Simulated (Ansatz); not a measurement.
**Hf3NbO: what a guessed cell relaxes into**

Where does this trial cell of Hf3NbO go when cell and atoms are let free?

Computed with Ansatz 0.2.0 (DFT PBE, scalar-relativistic, plane waves, PAW, unless a step's input says otherwise).

1 further run of the same task is left out (set aside as unsound or not needed).

## Step 1: The structure to begin with

The structure is cubic, space group Pm-3m (No. 221). Conventional cell: a = 4.335 Å, b = 4.335 Å, c = 4.335 Å, α = 90.00°, β = 90.00°, γ = 90.00°. Around Hf (site symmetry 4/mmm) lie 2 Nb at 2.17 Å and 8 Hf at 3.07 Å and 4 O at 3.07 Å. Around Nb (site symmetry m-3m) lie 6 Hf at 2.17 Å. Around O (site symmetry m-3m) lie 12 Hf at 3.07 Å.

Structure file:

```cif
data_structure
_symmetry_space_group_name_H-M 'Pm-3m'
_symmetry_Int_Tables_number 221
_cell_length_a 4.3350
_cell_length_b 4.3350
_cell_length_c 4.3350
_cell_angle_alpha 90.000
_cell_angle_beta 90.000
_cell_angle_gamma 90.000
_cell_volume 81.46
loop_
_atom_site_label
_atom_site_type_symbol
_atom_site_symmetry_multiplicity
_atom_site_Wyckoff_symbol
_atom_site_fract_x
_atom_site_fract_y
_atom_site_fract_z
_atom_site_occupancy
Hf1 Hf 3 c 0.00000 0.50000 0.50000 1
Nb1 Nb 1 b 0.50000 0.50000 0.50000 1
O1 O 1 a 0.00000 0.00000 0.00000 1
```

Recipe of the guess: species swapped into a database cell of ZnAgF3 (Pm-3m, No. 221), with Nb on the Zn sites, O on the Ag sites and Hf on the F sites. Lengths come from tabulated atomic sizes and are only a guess.

## Step 2: A first look at the guess

Contents of input.yaml:

```yaml
crystal:
  lattice:
    - [4.33495116, 0.0, 0.0]
    - [0.0, 4.33495116, 0.0]
    - [0.0, 0.0, 4.33495116]
  atoms:
    - { symbol: Hf, position: [0.0, 0.5, 0.5] }
    - { symbol: Hf, position: [0.5, 0.0, 0.5] }
    - { symbol: Hf, position: [0.5, 0.5, 0.0] }
    - { symbol: Nb, position: [0.5, 0.5, 0.5] }
    - { symbol: O, position: [0.0, 0.0, 0.0] }
basis:
  ecutwfc: 420
kpoints:
  mp_grid: { grid: [4, 4, 4] }
hamiltonian:
  xc: pbe
scf:
  occupations: { method: gaussian, width: 0.1 }
  lower_state_search: "off"
output:
  forces: true
  stress: true
  eigenvalues: true
```

Started as:

```sh
$ ansatz run input.yaml --threads 1 --pin off --max-ram 2560MiB --backend cpu --events-out ev --progress --plain --runs-dir out
```

The session goes on with these runs: coarse relaxation; relaxation on the finer mesh.

Q: Predict the outcome of this session. Wanted: conventional cell; volume; energy over the elements; gap on the mesh.

The runs gave:

| quantity | value |
| --- | --- |
| symmetry at the end (tolerance 0.05 Å) | space group Pm-3m (No. 221) |
| conventional cell | a = 5.039 Å, b = 5.039 Å, c = 5.039 Å, α = 90.00°, β = 90.00°, γ = 90.00° |
| volume | 25.60 Å³/atom |
| energy over the elements (uncorrected; H, N, O, F and Cl as molecules) | +1.41 eV/atom |
| gap on the mesh | none (metal) |

What this shows: The space group Pm-3m (No. 221) is kept, and the volume per atom grows by 57.1 % from the first guess. With a positive formation energy it can't be a ground state. No finished test with a distortion of lower symmetry is shown, so the end may be a saddle point. The runs treat Hf without spin-orbit coupling. Some metallic runs here have no spin polarisation while others do, so their energies compare only roughly. Other magnetic orders were not searched.
